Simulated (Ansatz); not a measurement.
**PdAu3 (Pm-3m): bands and what follows from them**

What do the bands of PdAu3 (Pm-3m) imply? The runs give the Fermi surface and transport coefficients.

Program: Ansatz 0.2.0. Level of theory: DFT r²SCAN, scalar-relativistic, plane waves, PAW. These are calculated values, not measurements.

5 further runs of the same task are left out: 5 set aside as unsound or not needed. Runs told in other sessions of the task aren't counted.

### Step 1. The starting structure

It takes space group Pm-3m (No. 221, cubic). Conventional cell: a = 4.071 Å, b = 4.071 Å, c = 4.071 Å, α = 90.00°, β = 90.00°, γ = 90.00°. Around Au (site symmetry 4/mmm) lie 8 Au at 2.88 Å and 4 Pd at 2.88 Å. Pd (site symmetry m-3m) is surrounded by 12 Au at 2.88 Å.

Structure file:

```cif
data_structure
_symmetry_space_group_name_H-M 'P 1'
_symmetry_Int_Tables_number 1
_cell_length_a 4.0711
_cell_length_b 4.0711
_cell_length_c 4.0711
_cell_angle_alpha 90.000
_cell_angle_beta 90.000
_cell_angle_gamma 90.000
_cell_volume 67.47
loop_
_atom_site_label
_atom_site_type_symbol
_atom_site_fract_x
_atom_site_fract_y
_atom_site_fract_z
_atom_site_occupancy
Au1 Au 0.00000 0.50000 0.50000 1
Au2 Au 0.50000 0.00000 0.50000 1
Au3 Au 0.50000 0.50000 0.00000 1
Pd1 Pd 0.00000 0.00000 0.00000 1
```

The cell is the database one, not relaxed. At r²SCAN, an earlier run found -0.34 GPa for this cell of 16.868 Å³/atom (8×8×8 mesh), no gap.

### Step 2. Bands on a fine mesh, Fermi surface

Contents of input.yaml:

```yaml
crystal:
  lattice:
    - [4.071083469, 0.0, 0.0]
    - [0.0, 4.071083469, 0.0]
    - [0.0, 0.0, 4.071083469]
  atoms:
    - { symbol: Au, position: [0.0, 0.5, 0.5] }
    - { symbol: Au, position: [0.5, 0.0, 0.5] }
    - { symbol: Au, position: [0.5, 0.5, 0.0] }
    - { symbol: Pd, position: [0.0, 0.0, 0.0] }
basis:
  ecutwfc: 500
  ecutrho_ratio: 4
kpoints:
  mp_grid: { grid: [8, 8, 8] }
hamiltonian:
  xc: r2scan
scf:
  occupations: { method: gaussian, width: 0.05 }
output:
  forces: true
  stress: true
  eigenvalues: true
  eigenstates:
    nscf_kmesh: { grid: [12, 12, 12] }
    de_dk: true
    e_range: [-2.5, 2.5]
  write_density: true
  write_potential: true
  elf: true
  volumetric_format: npy
```

Command:

```sh
> ansatz run input.yaml --threads 4 --pin off --max-ram 9216MiB --backend cpu --events-out ev --progress --plain --runs-dir out
```

The program printed (excerpt; [...] marks lines left out):

```text
Warning: RAYON_NUM_THREADS=4 ignored (pool sized by the plan → 4); use --threads N
[...]
Pseudopotentials: kind: paw
Pseudopotential: Au, paw, valence charge 19, recommended cutoff 500 eV (meta_gga), Au.paw.azcp
Pseudopotential: Pd, paw, valence charge 18, recommended cutoff 500 eV (meta_gga), Pd.paw.azcp
Functional definition: r2SCAN
[...]
Crystal: 4 atoms, lattice volume = 67.473 Å³
Basis set: ecut = 500 eV, 1743 PW (Γ), exchange–correlation on 120×120×120 points (64 copies of the dense FFT grid, shifted against one another)
Bands: 45, of which v1, the nominal top of the filled ones, is band 38 counted from 1 (37 counted from 0)
Symmetry: 48 space group operations
Space group: Pm-3m (ITA 221), of the structure as read, at distance tolerance 4.1e-5 Å
k-points: 35 of 512
[...]
SCF iter   1: F=—  HF=-46476.656067 eV  |F-HF|=—  |Δ(HF+E_count)|=         —  Δρ=1.77e-2  dr2=2.08e-1  dr2_τ=1.60e-2  ethr=1.77e-3  ⟨swp⟩=6.6  Hψ=5848  notcnv=0  defer=6
[...]
SCF iter  11: F=-46476.625781 eV  HF=-46476.625781 eV  |F-HF|=7.28e-12  |Δ(HF+E_count)|=  7.28e-12  Δρ=3.56e-8  dr2=1.03e-12  dr2_τ=8.74e-14  ethr=1.00e-12  ⟨swp⟩=9.9  Hψ=7531  notcnv=0
[...]
NSCF: frozen V_eff on 84 k-points
SCF converged after 11 iterations
Free energy (F): -46476.625781 eV
[...]
E sigma→0 (E₀):  -46476.625334 eV
Entropy (-TS):   -0.000894 eV (-0.223 meV/atom)
Fermi energy:    19.335877 eV
[...]
--- Forces (eV/Å), atoms counted from 1 ---
  atom   1  Au     0.00000000     0.00000000    -0.00000000
  atom   2  Au     0.00000000    -0.00000000    -0.00000000
  atom   3  Au     0.00000000     0.00000000     0.00000000
  atom   4  Pd    -0.00000000     0.00000000     0.00000000
[...]
--- Stress (GPa, compression-positive) ---
       -0.335785       0.000000       0.000000
        0.000000      -0.335785       0.000000
        0.000000       0.000000      -0.335785
  P = ⅓ Tr σ = -0.3358 GPa (-3.358 kbar)
--- Band table (eV; the first three rows and the last of 35) ---
[...]
--- Fermi surface from the table of eigenstates, both spin states counted (twice the sheets' area in a run without spin) ---
  How far the three rows differ hints at the mesh's error and does not bound it.
  reading                E - E_F (eV)   area (Å⁻²)  resistivity times mean free path along x, y, z (Ω·m²), under one mean free path over the surface
  by tetrahedra                0.0818       34.053  8.9776e-16  8.9776e-16  8.9776e-16
  by the states' slopes        0.0659       25.629  1.1929e-15  1.1929e-15  1.1929e-15
  on every second point        0.0759       28.581  1.0696e-15  1.0696e-15  1.0696e-15
```

Run time: 10 s. Hardware: 4 threads of Arm Neoverse V1, shared host; peak memory 0.58 GiB.

In short: volume 16.868 Å³/atom, pressure -0.34 GPa, no gap.

Bands that cross the Fermi level on the 12×12×12 mesh (edges cut at 2.5 eV from it):

```
spin  band  lowest (eV)  highest (eV)
both    37        -1.24          0.30
both    38        -0.84          2.10
```

Density in a lattice plane of the grid's cell (edges 4.07 and 4.07 Å, at 0.000 of the third edge), which holds Au and Pd.

Ten even steps from '0' (0.10 e/Å³) to '9' (14.10 e/Å³):
```
987420000000000000002478
765310000000000000001356
432100000000000000000123
110000000000000000000001
000000000000000000000000
000000000011111000000000
000000000123332100000000
000000001345654310000000
000000012468886421000000
000000012579997521000000
000000012468886421000000
000000001345654310000000
000000000123332100000000
000000000011111000000000
000000000000000000000000
110000000000000000000001
432100000000000000000123
765310000000000000001356
987420000000000000002478
998531000000000000013589
```
Columns run along the first of these edges and rows up along the second, over one cell in 24 and 20 even steps from the bottom left corner. Atoms in the plane (fractional): Au at (0.50, 0.50), Pd at (0.00, 0.00).

ELF in the same plane.

Values, 12 rows by 12 columns:
```
0.42 0.51 0.48 0.24 0.14 0.13 0.13 0.13 0.14 0.24 0.48 0.51
0.53 0.48 0.32 0.18 0.17 0.19 0.20 0.19 0.17 0.18 0.32 0.48
0.29 0.24 0.18 0.18 0.24 0.31 0.34 0.31 0.24 0.18 0.18 0.24
0.14 0.14 0.17 0.24 0.37 0.50 0.54 0.50 0.37 0.24 0.17 0.14
0.11 0.13 0.19 0.31 0.50 0.59 0.65 0.59 0.50 0.31 0.19 0.13
0.10 0.13 0.20 0.34 0.54 0.65 0.76 0.65 0.54 0.34 0.20 0.13
0.11 0.13 0.19 0.31 0.50 0.59 0.65 0.59 0.50 0.31 0.19 0.13
0.14 0.14 0.17 0.24 0.37 0.50 0.54 0.50 0.37 0.24 0.17 0.14
0.29 0.24 0.18 0.18 0.24 0.31 0.34 0.31 0.24 0.18 0.18 0.24
0.53 0.48 0.32 0.18 0.17 0.19 0.20 0.19 0.17 0.18 0.32 0.48
0.42 0.51 0.48 0.24 0.14 0.13 0.13 0.13 0.14 0.24 0.48 0.51
0.19 0.42 0.53 0.29 0.14 0.11 0.10 0.11 0.14 0.29 0.53 0.42
```
Columns run along the first of these edges and rows up along the second, over one cell in 12 and 12 even steps from the bottom left corner. Atoms in the plane (fractional): Au at (0.50, 0.50), Pd at (0.00, 0.00).

Both are smooth fields of the valence electrons: close to the nuclei they are not physical.

### Step 3. States of the whole zone by energy, transport at constant relaxation time

Changes to input.yaml since step 2:

```diff
@@ -23,9 +23,2 @@
   eigenvalues: true
-  eigenstates:
-    nscf_kmesh: { grid: [12, 12, 12] }
-    de_dk: true
-    e_range: [-2.5, 2.5]
-  write_density: true
-  write_potential: true
-  elf: true
-  volumetric_format: npy
+  states_by_energy: { minimum_broadening: 0.05 }
```

Command:

```sh
> ansatz run input.yaml --threads 4 --pin off --max-ram 9216MiB --backend cpu --events-out ev --progress --plain --runs-dir out
```

The program printed:

```text
Warning: RAYON_NUM_THREADS=4 ignored (pool sized by the plan → 4); use --threads N
Engine: ansatz 0.2.0, aarch64-unknown-linux-gnu
[... 4 set-up lines as earlier in the session ...]
  parameter k0 = 0.174
  parameter k1 = 0.065
  parameter a1 = 4.9479
  exchange = r2scan_x(k0 = k0, k1 = k1, a1 = a1)
  correlation = r2scan_c
Crystal: 4 atoms, lattice volume = 67.473 Å³
Basis set: ecut = 500 eV, 1743 PW (Γ), exchange–correlation on 120×120×120 points (64 copies of the dense FFT grid, shifted against one another)
Bands: 45, of which v1, the nominal top of the filled ones, is band 38 counted from 1 (37 counted from 0)
[... 2 set-up lines as earlier in the session ...]
k-points: 35 of 512
Non-local potential: Au, projectors of the file, l = 0: 3, l = 1: 2, l = 2: 2, l = 3: 1
Non-local potential: Pd, projectors of the file, l = 0: 2, l = 1: 2, l = 2: 2, l = 3: 1
PAW form: soft (Blöchl's): semilocal exchange-correlation on the pseudo side does not see the compensation charge
PAW frozen core: Au, regenerated for the run's functional (the file was generated under x = pbe(κ = 0.804, μ = 0.2195149727645171), c = pbe(β = 0.06672455060314922))
PAW frozen core: Pd, regenerated for the run's functional (the file was generated under x = pbe(κ = 0.804, μ = 0.2195149727645171), c = pbe(β = 0.06672455060314922))
PAW one-centre angular grid: Au, 590 points (default); XC on 160 Gauss nodes
PAW one-centre angular grid: Pd, 590 points (default); XC on 160 Gauss nodes
Initial density: superposition of atomic densities (neutral atoms: chi_scale 0, normalization atom), corrected by the library's trained network
Initial wavefunctions: pseudopotential atomic-orbital guess
Functional: x = r2scan, c = r2scan; τ floored in thin density (d = 2e-4 eV/Å³)
SCF iter   1: F=—  HF=-46476.656067 eV  |F-HF|=—  |Δ(HF+E_count)|=         —  Δρ=1.77e-2  dr2=2.08e-1  dr2_τ=1.60e-2  ethr=1.77e-3  ⟨swp⟩=6.6  Hψ=5848  notcnv=0  defer=6
preconditioner: auto → Resta (q_TF=auto, 2.777 Å⁻¹)  ε∞=8.9  [insulator: Δε(μ)=0.164 eV  Ē_g=10.518 eV  σ=0.050 eV  W_gap=0.96  n_scr=26 (ndim 8)  ℏωp=29.6 eV  f_vac=0.000  D(μ)=0.50/eV (n_scr^D=0)  ε∞_Penn≈8.9]
SCF iter   2: F=—  HF=-46476.622761 eV  |F-HF|=—  |Δ(HF+E_count)|=   3.33e-2  Δρ=7.00e-3  dr2=2.16e-2  dr2_τ=5.37e-3  ethr=2.77e-4  ⟨swp⟩=2.1  Hψ=2557  notcnv=0  defer=81
SCF iter   3: F=—  HF=-46476.625971 eV  |F-HF|=—  |Δ(HF+E_count)|=   3.21e-3  Δρ=3.67e-3  dr2=1.02e-2  dr2_τ=1.06e-3  ethr=2.88e-5  ⟨swp⟩=2.3  Hψ=2509  notcnv=0  defer=81
SCF iter   4: F=—  HF=-46476.625397 eV  |F-HF|=—  |Δ(HF+E_count)|=   5.75e-4  Δρ=1.36e-3  dr2=7.82e-4  dr2_τ=8.29e-5  ethr=1.37e-5  ⟨swp⟩=2.0  Hψ=1669  notcnv=0  defer=81
SCF iter   5: F=—  HF=-46476.625748 eV  |F-HF|=—  |Δ(HF+E_count)|=   3.51e-4  Δρ=4.25e-4  dr2=8.09e-5  dr2_τ=7.52e-6  ethr=1.04e-6  ⟨swp⟩=2.1  Hψ=2471  notcnv=0  defer=81
SCF iter   6: F=—  HF=-46476.625779 eV  |F-HF|=—  |Δ(HF+E_count)|=   3.13e-5  Δρ=1.22e-4  dr2=1.26e-5  dr2_τ=5.75e-7  ethr=1.08e-7  ⟨swp⟩=2.0  Hψ=2241  notcnv=0  defer=81
SCF iter   7: F=—  HF=-46476.625781 eV  |F-HF|=—  |Δ(HF+E_count)|=   1.50e-6  Δρ=1.87e-5  dr2=2.14e-7  dr2_τ=2.77e-8  ethr=1.67e-8  ⟨swp⟩=2.0  Hψ=2202  notcnv=0  defer=81
SCF iter   8: F=-46476.625781 eV  HF=-46476.625781 eV  |F-HF|=5.70e-9  |Δ(HF+E_count)|=   1.54e-7  Δρ=5.25e-6  dr2=1.74e-8  dr2_τ=1.74e-9  ethr=1.33e-10  ⟨swp⟩=8.9  Hψ=6429  notcnv=0
SCF 1 converged in 8 iterations: F = -46476.625781 eV  dr2 = 1.74e-8
NSCF: frozen V_eff on 8 k-points
SCF converged after 8 iterations
Free energy (F): -46476.625781 eV
Harris-Foulkes:  -46476.625781 eV  (|F-HF|=5.70e-9)
Internal energy: -46476.624887 eV  (E = F + TS)
E sigma→0 (E₀):  -46476.625334 eV
Entropy (-TS):   -0.000894 eV (-0.223 meV/atom)
Fermi energy:    19.335922 eV
--- Per-component energies (eV) ---
  E_band       = -869.806330
  E_kinetic    = 2332.308313
  E_local      = -7034.605413  (includes V_loc(G=0)·N_el)
  E_nonlocal   = 446.383330
  E_hartree    = 2966.691734
  E_xc         = -814.302841
  E_vxc        = -1152.136729  (∫ρ·V_xc dr)
  E_paw        = -32966.616397  (= ΣΔE_a)
  E_vpaw       = -1474.942244  (= ΣTr[D̂ρ^β])
  E_aug_tail   = 0.002014  (compensation charges beyond the density's cutoff)
  E_vtau       = 79.790319  (kinetic-family band-sum trace: ∫τ·v_τ [+ j·A + Jᵃ·Aᵃ] dr)
  E_ewald      = -11405.504570
  E_core_change = -0.981058  (= ΣΔE_core)
  E_smearing   = -0.000894  (= −TS)
  E_closure    = 0.000000  (closes the sum)
  Σ components = -46476.625781   (vs F -46476.625781, Δ=0.00e0)
--- Forces (eV/Å), atoms counted from 1 ---
  atom   1  Au     0.00000000    -0.00000000    -0.00000000
  atom   2  Au     0.00000000    -0.00000000    -0.00000000
  atom   3  Au     0.00000000    -0.00000000     0.00000000
  atom   4  Pd    -0.00000000     0.00000000    -0.00000000
  max |Σ_I F_I| component: 1.90e-28 eV/Å
--- Stress (GPa, compression-positive) ---
       -0.335885      -0.000000       0.000000
        0.000000      -0.335885       0.000000
        0.000000       0.000000      -0.335885
  P = ⅓ Tr σ = -0.3359 GPa (-3.359 kbar)
--- Band table (eV; the first three rows and the last of 35) ---
  k-point 0: bands = ["-87.8826", "-87.8689", "-87.8689", "-66.5004", "-38.8383", "-38.8383", "-38.8383", "-38.7209", "-38.7209", "-38.7209", "-38.6722", "-38.6722", "-38.6722", "-31.4323", "-31.4323", "-31.4323", "10.3041", "12.6298", "13.0243", "13.0243", "13.0683", "13.0683", "13.0683", "15.3202", "15.3202", "15.3202", "16.6732", "16.6732", "17.6072", "17.9799", "17.9799", "17.9799", "18.5297", "18.5297", "19.0181", "19.0181", "19.0181", "21.4369", "21.4369", "21.4369", "25.9803", "25.9803", "28.5718", "30.6786", "30.6786"]
  k-point 1: bands = ["-87.8822", "-87.8694", "-87.8689", "-66.5004", "-38.8349", "-38.8349", "-38.8323", "-38.7218", "-38.7218", "-38.7210", "-38.6785", "-38.6747", "-38.6747", "-31.4328", "-31.4324", "-31.4324", "10.4887", "12.7354", "13.0906", "13.1278", "13.1572", "13.1706", "13.1706", "15.2351", "15.3844", "15.3844", "16.5618", "16.6994", "17.4893", "17.5712", "17.5712", "17.9802", "18.3924", "18.4650", "18.7013", "18.7013", "19.0165", "20.3274", "22.1410", "22.1410", "25.8137", "26.8085", "29.0287", "30.4666", "30.4937"]
  k-point 2: bands = ["-87.8809", "-87.8707", "-87.8689", "-66.5004", "-38.8259", "-38.8259", "-38.8151", "-38.7247", "-38.7247", "-38.7214", "-38.6965", "-38.6807", "-38.6807", "-31.4339", "-31.4327", "-31.4327", "11.0185", "13.0176", "13.2585", "13.2939", "13.4742", "13.4742", "13.5282", "15.0075", "15.5457", "15.5457", "16.2582", "16.6892", "16.6892", "16.7556", "17.1487", "17.8226", "17.9809", "18.1899", "18.1899", "18.3129", "18.6988", "19.0128", "23.5549", "23.5549", "25.4376", "27.0981", "29.6622", "29.6622", "30.0973"]
  k-point 34: bands = ["-87.8735", "-87.8735", "-87.8735", "-66.5003", "-38.9054", "-38.8028", "-38.8028", "-38.8028", "-38.6987", "-38.6987", "-38.6639", "-38.6639", "-38.6639", "-31.4332", "-31.4332", "-31.4332", "12.5488", "12.5488", "12.5488", "12.9305", "14.7858", "14.7858", "14.7858", "15.2659", "15.2659", "15.2659", "15.7269", "15.7269", "17.6477", "17.6477", "17.6477", "18.4879", "18.4879", "18.4879", "18.6374", "18.6374", "19.0013", "19.5620", "19.5620", "19.5620", "23.1821", "23.1821", "23.1821", "25.9044", "34.7360"]
```

It took 2 min on 4 threads of Arm Neoverse V1, shared host; peak memory 1 GiB.

In short: volume 16.868 Å³/atom, pressure -0.34 GPa, a metal on this mesh.

A script then sums the file of states by energy over Fermi windows, for rigid-band transport at a constant relaxation time τ. Negative carriers are holes, and the chemical potential counts from the run's Fermi level:

```
T (K)  electrons added (10¹⁹ cm⁻³)  chemical potential (eV)  σ/τ xx (10²⁰/Ω m s)  Seebeck xx (μV/K)  Lorenz xx (10⁻⁸ V²/K²)
  600                            0                    0.092                 10.7                 -4                    2.35
  600                            1                    0.093                 10.7                 -4                    2.35
  600                           -1                    0.091                 10.7                 -4                    2.35
  600                           10                    0.097                 10.7                 -4                    2.35
  600                          -10                    0.087                 10.6                 -4                    2.35
  600                          100                    0.145                 10.8                 -1                    2.32
  600                         -100                    0.038                 10.5                 -5                    2.38
  900                            0                    0.090                 10.5                 -4                    2.27
  900                            1                    0.091                 10.5                 -4                    2.27
  900                           -1                    0.090                 10.5                 -4                    2.27
  900                           10                    0.096                 10.5                 -4                    2.26
  900                          -10                    0.085                 10.5                 -4                    2.27
  900                          100                    0.143                 10.6                 -1                    2.24
  900                         -100                    0.037                 10.3                 -6                    2.30
```

### Step 4. What came out

```
                               quantity                                             value
       Fermi-surface area, spins summed                                         34.05 Å⁻²
resistivity × mean free path, xx and zz                           0.90, 0.90 × 10⁻¹⁵ Ω m²
                  largest S²σ/τ along x  at 900 K with 100 × 10¹⁹ cm⁻³ holes, S = -6 μV/K
```

In words: On the fine mesh the Fermi surface has sheets from 2 bands. The area isn't converged in the mesh. A second reading, from band slopes, gives 25.63 Å⁻². Among the cases computed, S²σ/τ along x is largest at 900 K for hole doping of 100 × 10¹⁹ cm⁻³. That is the edge of the range tried, not a located peak. Spin–orbit coupling is left out, though the cell holds Au; in elements this heavy it can shift levels and gaps by tenths of an eV.
